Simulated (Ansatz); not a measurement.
# CuTe: the cost of one run

Method: DFT LDA+U (U_eff = 5 eV on Cu d), plane waves, PAW, in Ansatz 0.2.0.

6 further runs of the same task are left out: 6 that didn't finish.

## (1) Starting point

Symmetry: Pmmn, No. 59, orthorhombic system. Conventional cell: a = 3.100 Å, b = 4.020 Å, c = 6.860 Å, α = 90.00°, β = 90.00°, γ = 90.00°. Cu (site symmetry mm2) has 4 Te at 2.54 to 2.73 Å and 4 Cu at 2.63 Å as nearest neighbours. Te (site symmetry mm2) is surrounded by 4 Cu at 2.54 to 2.73 Å.

Coordinates:

```cif
data_structure
_symmetry_space_group_name_H-M 'P 1'
_symmetry_Int_Tables_number 1
_cell_length_a 3.1000
_cell_length_b 7.9511
_cell_length_c 13.7200
_cell_angle_alpha 30.371
_cell_angle_beta 90.000
_cell_angle_gamma 90.000
_cell_volume 170.98
loop_
_atom_site_label
_atom_site_type_symbol
_atom_site_fract_x
_atom_site_fract_y
_atom_site_fract_z
_atom_site_occupancy
Cu1 Cu 0.00000 0.50000 0.97450 1
Cu2 Cu 0.50000 0.00000 0.27550 1
Te1 Te 0.00000 0.00000 0.11150 1
Te2 Te 0.50000 0.50000 0.13850 1
Cu3 Cu 0.00000 0.50000 0.47450 1
Cu4 Cu 0.50000 0.00000 0.77550 1
Te3 Te 0.00000 0.00000 0.61150 1
Te4 Te 0.50000 0.50000 0.63850 1
```

An earlier series on this cell reached its lowest free state from «antiferromagnetic start, free», perhaps among other starts (it ended without moments).

## (2) Ferromagnetic start, free, default search

input.yaml

```yaml
crystal:
  lattice:
    - [3.09999976, 0.0, 0.0]
    - [0.0, 4.01999969, 6.85999947]
    - [0.0, 0.0, 13.71999894]
  atoms:
    - { symbol: Cu, position: [0.0, 0.5, 0.9745], spin: 1.0 }
    - { symbol: Cu, position: [0.5, 0.0, 0.2755], spin: 1.0 }
    - { symbol: Te, position: [0.0, 0.0, 0.1115] }
    - { symbol: Te, position: [0.5, 0.5, 0.1385] }
    - { symbol: Cu, position: [0.0, 0.5, 0.4745], spin: 1.0 }
    - { symbol: Cu, position: [0.5, 0.0, 0.7755], spin: 1.0 }
    - { symbol: Te, position: [0.0, 0.0, 0.6115] }
    - { symbol: Te, position: [0.5, 0.5, 0.6385] }
basis:
  ecutwfc: 420
  ecutrho_ratio: 4
kpoints:
  mp_grid: { grid: [6, 5, 5] }
hamiltonian:
  xc: lda
  hubbard:
    sites:
      - { site: 0, l: d, u_eff: 5.0 }
      - { site: 1, l: d, u_eff: 5.0 }
      - { site: 4, l: d, u_eff: 5.0 }
      - { site: 5, l: d, u_eff: 5.0 }
scf:
  occupations: { method: gaussian, width: 0.05 }
output:
  forces: true
  stress: true
  eigenvalues: true
  populations: true
  hubbard:
    sites:
      - { site: 0, l: d }
      - { site: 1, l: d }
      - { site: 4, l: d }
      - { site: 5, l: d }
magnetization:
  spin_polarized: true
```

Started as:

```sh
$ ansatz run input.yaml --threads 4 --pin off --max-ram 6144MiB --backend cpu --events-out ev --progress --plain --runs-dir out
```

What time and memory should one allow on 4 threads of Arm Neoverse V2, shared host?

About 28 s, with a peak of 1.2 GiB.
